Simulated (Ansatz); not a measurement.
# H22CO11: the cost of one run

Program: Ansatz 0.2.0. Level of theory: DFT r2SCAN+D3(BJ), plane waves, PAW, scalar-relativistic, no spin polarisation. These are calculated values, not measurements.

## (1) The structure to begin with

The cell holds 34 atoms (CH22O11): a = 6.875 Å, b = 6.875 Å, c = 6.875 Å, α = 90.00°, β = 90.00°, γ = 90.00°.

Its coordinates follow in the input file.

## (2) Relaxing the start

Input file input.yaml:

```yaml
crystal:
  lattice:
    - [6.874639, 0.0, 0.0]
    - [0.0, 6.874639, 0.0]
    - [0.0, 0.0, 6.874639]
  atoms:
    - { symbol: O, position: [0.334905, 0.2162698, 0.3027824] }
    - { symbol: H, position: [0.2107427, 0.1865984, 0.2431736] }
    - { symbol: H, position: [0.3382524, 0.3570762, 0.3062806] }
    - { symbol: O, position: [0.0183374, 0.4125526, 0.431319] }
    - { symbol: H, position: [0.1305038, 0.3393551, 0.4750305] }
    - { symbol: H, position: [-0.0091446, 0.499958, 0.5383465] }
    - { symbol: O, position: [0.938536, 0.7897212, 0.6746677] }
    - { symbol: H, position: [0.8266115, 0.8419668, 0.7424407] }
    - { symbol: H, position: [1.0068563, 0.7160496, 0.7734335] }
    - { symbol: O, position: [0.7759953, -0.0246993, 0.2340464] }
    - { symbol: H, position: [0.7063873, 0.0857211, 0.2870739] }
    - { symbol: H, position: [0.8172483, 0.0190114, 0.1066202] }
    - { symbol: O, position: [0.4466851, 0.6426019, 0.021843] }
    - { symbol: H, position: [0.5484736, 0.6950018, -0.060274] }
    - { symbol: H, position: [0.3743019, 0.7562177, 0.0630983] }
    - { symbol: O, position: [0.6668671, 0.4404617, 0.2709199] }
    - { symbol: H, position: [0.7717938, 0.474785, 0.1833861] }
    - { symbol: H, position: [0.5829634, 0.5536352, 0.2695813] }
    - { symbol: O, position: [0.381922, 0.8471534, 0.4971087] }
    - { symbol: H, position: [0.2613751, 0.9190317, 0.4847868] }
    - { symbol: H, position: [0.3412656, 0.7122587, 0.4976828] }
    - { symbol: O, position: [0.0382881, 0.6918193, 0.1966841] }
    - { symbol: H, position: [-0.073097, 0.7462961, 0.129785] }
    - { symbol: H, position: [0.1253453, 0.8014198, 0.2127665] }
    - { symbol: O, position: [0.8712723, 0.2719627, 0.8456225] }
    - { symbol: H, position: [0.8981362, 0.4102605, 0.8442337] }
    - { symbol: H, position: [0.7422274, 0.2628669, 0.9014305] }
    - { symbol: O, position: [0.2237503, 0.1563751, 0.8853419] }
    - { symbol: H, position: [0.2764584, 0.0328882, 0.9280353] }
    - { symbol: H, position: [0.1703606, 0.2130669, 1.0027534] }
    - { symbol: O, position: [0.4950626, 0.3436293, 1.0440215] }
    - { symbol: C, position: [0.4833721, 0.3762548, 0.8699576] }
    - { symbol: H, position: [0.5177355, 0.5201037, 0.8074679] }
    - { symbol: H, position: [0.4377496, 0.2638277, 0.7648051] }
basis:
  ecutwfc: 500.0
kpoints:
  mp_grid: { grid: [1, 1, 1] }
hamiltonian:
  xc: r2scan
  dispersion: d3bj
scf:
  occupations: { method: fermi_dirac, width: 0.02 }
  lower_state_search: "off"
relax:
  f_tol: 0.3
  max_steps: 15
  adjacent_minimum: "off"
```

On the command line:

```
$ ansatz run input.yaml --threads 1 --pin off --max-ram 3072MiB --backend cpu --events-out ev --progress --plain --runs-dir out
```

**Question.** How long does this run take on 1 thread of AMD EPYC 7R13 (Zen 3), shared host, and how much memory does it need?

About 6.3 min, with a peak of 1.1 GiB.
